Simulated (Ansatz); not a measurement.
# Cl₂F₂H₂OSi₂: a ladder of functionals and wavefunction methods

Aim: compute Cl₂F₂H₂OSi₂ with functionals from several rungs and with coupled cluster, and see how far each lands from CCSD(T) at the basis-set limit for the atomisation energy.

Computed with Ansatz 0.2.0, Gaussian basis. Level: functionals in def2-TZVPP, the program's frozen cores in correlated methods.

The runs, in order: LDA (SPW92), PBE-D4, revPBE-D4, BLYP-D4, r2SCAN-D4, B97M-V, PBE0-D4, B3LYP-D4, r2SCANh-D4, r2SCAN0-D4, HSE06-D4, BHLYP-D4, CAM-B3LYP-D4, LC-ωPBE, ωB97X-V, ωB97M-V, B2PLYP, PBE-QIDH; CCSD(T)/def2-SVP; CCSD(T)/def2-TZVPP; CCSD(T)/def2-QZVPP; extrapolation to the limit; RPA on PBE.

### Step 1. The geometry

All runs share one geometry, relaxed beforehand with PBE0-D4 in a triple-zeta def2 set.

SMILES `F[Si](F)(Cl)O[SiH2]Cl`, 9 atoms, charge 0, spin multiplicity 1.

Atoms are counted from 1 here; the program's logs count them from 0.

Bond lengths: F1–Si2 1.570 Å, Si2–F3 1.571 Å, Si2–Cl4 2.013 Å, Si2–O5 1.599 Å, O5–Si6 1.635 Å, Si6–Cl7 2.042 Å, Si6–H8 1.476 Å, Si6–H9 1.474 Å. Angles: F1–Si2–F3 107.5°, F1–Si2–Cl4 109.3°, F1–Si2–O5 108.6°, F3–Si2–Cl4 109.1°, F3–Si2–O5 110.2°, Cl4–Si2–O5 112.0°, Si2–O5–Si6 147.7°, O5–Si6–Cl7 109.6°, O5–Si6–H8 109.3°, O5–Si6–H9 107.7°, Cl7–Si6–H8 108.2°, Cl7–Si6–H9 108.9°, H8–Si6–H9 113.1°.

### Step 2. LDA

This LDA is Slater exchange with PW92 correlation.

in.yaml

```yaml
crystal:
  periodic: [false, false, false]
  atoms:
    - {symbol: F, position_ang: [-2.074014, -1.852555, -0.035672]}
    - {symbol: Si, position_ang: [-0.923491, -1.008091, -0.690492]}
    - {symbol: F, position_ang: [-0.033993, -1.992222, -1.531598]}
    - {symbol: Cl, position_ang: [-1.726254, 0.367822, -1.920965]}
    - {symbol: O, position_ang: [-0.056291, -0.336362, 0.473258]}
    - {symbol: Si, position_ang: [0.915779, 0.893541, 0.938576]}
    - {symbol: Cl, position_ang: [2.186604, 1.375306, -0.585601]}
    - {symbol: H, position_ang: [0.091849, 2.079018, 1.244707]}
    - {symbol: H, position_ang: [1.708211, 0.427343, 2.090687]}
basis:
  gaussian: {orbitals: def2-TZVPP}
hamiltonian: {xc: lda}
output: {orbitals: {seedname: orbitals}}
```

Further steps of the session: PBE-D4 (GGA); revPBE-D4 (GGA); BLYP-D4 (GGA); r2SCAN-D4 (meta-GGA); B97M-V (meta-GGA); PBE0-D4 (hybrid); B3LYP-D4 (hybrid); r2SCANh-D4 (hybrid); r2SCAN0-D4 (hybrid); HSE06-D4 (hybrid); BHLYP-D4 (hybrid); CAM-B3LYP-D4 (range-separated); LC-ωPBE (range-separated); ωB97X-V (range-separated); ωB97M-V (range-separated); B2PLYP (double hybrid); PBE-QIDH (double hybrid); CCSD(T) in def2-SVP; CCSD(T) in def2-TZVPP; CCSD(T) in def2-QZVPP; RPA on PBE orbitals.

**Question.** What will the summary of the whole plan be? Wanted: atomisation energy, CCSD(T)/CBS; farthest beyond LDA; mean size of error, GGA; mean size of error, meta-GGA; mean size of error, hybrid; mean size of error, range-separated; mean size of error, double hybrid; gap, smallest and largest; T1 diagnostic.

As calculated:

| quantity | value |
| --- | --- |
| atomisation energy, CCSD(T)/CBS | 868.0 kcal/mol |
| functionals within 4.3 kcal/mol (0.5 %) | B97M-V |
| farthest beyond LDA | BHLYP-D4 (-41.8 kcal/mol) |
| mean size of error, GGA | 19.1 kcal/mol |
| mean size of error, meta-GGA | 4.1 kcal/mol |
| mean size of error, hybrid | 23.1 kcal/mol |
| mean size of error, range-separated | 9.6 kcal/mol |
| mean size of error, double hybrid | 19.5 kcal/mol |
| gap, smallest and largest | 6.66 eV (LDA (SPW92)), 14.19 eV (LC-ωPBE) |
| T1 diagnostic | 0.0107 |
| triples share of the correlation energy | 3.4 % |

**Reading.** The LDA atomisation energy is off by 108.8 kcal/mol (13 %): it overbinds. PBE-D4 is off by -5.7 kcal/mol. Double hybrids carry the basis error of their MP2 part in triple zeta, and no dispersion term here, so their miss is partly the set-up's. Taken by rung, meta-GGA functionals do best (4.1 kcal/mol on average) and hybrid ones worst beyond LDA (23.1 kcal/mol). The mean of the hybrids holds BHLYP, with half exact exchange. The reference freezes the cores and leaves out relativity and excitations past (T), so misses under about 4.3 kcal/mol can't be ranked. Hartree-Fock recovers 74 % of the binding; the rest is correlation. CCSD(T) in def2-SVP is off by -90.2 kcal/mol, worse than the median functional, from the basis alone. The gap grows from 6.7 to 14.2 eV across the functionals, mostly with the share of exact exchange.
